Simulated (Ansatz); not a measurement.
This script drives Ansatz 0.2.0 through its Python package.

`torsion_c2h5clssi.py`
```python
"""Rigid torsion scan of C2H5ClSSi."""

import logging
import sys

import ansatz as az
from ase import Atoms

logging.basicConfig(stream=sys.stdout, format="%(levelname)s:%(name)s:%(message)s")
logger = logging.getLogger("c2h5clssi")
logger.setLevel(logging.INFO)

atoms = Atoms(["C", "C", "Cl", "Si", "S", "H", "H", "H", "H", "H"], positions=[
    (-1.374, 0.6664, 0.5009),
    (-0.3563, 0.741, -0.3249),
    (0.0421, 2.2981, -1.0346),
    (0.7441, -0.7551, -0.7284),
    (2.2091, -0.9395, 0.7458),
    (-1.996, 1.6256, 0.7021),
    (-1.7386, -0.2001, 0.9705),
    (-0.1374, -1.9673, -0.6489),
    (1.2953, -0.6552, -2.0273),
    (1.3948, -0.865, 1.8478),
])

# start the scan from a relaxed geometry
first = az.Crystal.molecule_from_ase(atoms).calculation()
first = first.basis(gaussian="6-31G*").functional("pbe0")
first = first.relax(force_tolerance=0.02, max_steps=80)
atoms.positions = first.run(threads=1, pin="off").report["positions_ang"]

start = atoms.get_dihedral(2, 1, 0, 5)
energies = {}
for turn in range(0, 360, 40):
    turned = atoms.copy()
    turned.set_dihedral(2, 1, 0, 5, start + turn, indices=[0, 5, 6])
    setup = az.Crystal.molecule_from_ase(turned).calculation().basis(gaussian="6-31G*").functional("pbe0")
    energies[round((start + turn) % 360)] = setup.run(threads=1, pin="off").report["free_energy_ev"]
floor = min(energies.values())
logger.info("dihedral Cl2-C1-C0-H5 (deg)   E - E(min) (kJ/mol)")
for angle, e in sorted(energies.items()):
    logger.info(f"{angle:8d} {96.485332 * (e - floor):14.3f}  " + "#" * int(30 * (e - floor) / max(max(energies.values()) - floor, 1e-9)))
```

It is started by `python torsion_c2h5clssi.py`. Estimate its wall time and peak memory on 1 thread of Arm Neoverse V1, on a shared host.

It took about 110 s, with a peak of 0.29 GiB, for 10 runs of the engine.

```console
$ python torsion_c2h5clssi.py
INFO:c2h5clssi:dihedral Cl2-C1-C0-H5 (deg)   E - E(min) (kJ/mol)
INFO:c2h5clssi:       0          0.000
INFO:c2h5clssi:      40         74.939  #######
INFO:c2h5clssi:      80        289.856  #############################
INFO:c2h5clssi:     120        167.968  #################
INFO:c2h5clssi:     160         19.819  ##
INFO:c2h5clssi:     200         19.766  ##
INFO:c2h5clssi:     240        166.890  #################
INFO:c2h5clssi:     280        291.922  ##############################
INFO:c2h5clssi:     320         75.245  #######
```

The scan is rigid and the energies are electronic, in a modest basis. With rigid groups the curve can differ much from the relaxed path, the start wasn't checked as a minimum of this torsion, and equivalent turns needn't return to the same energy.
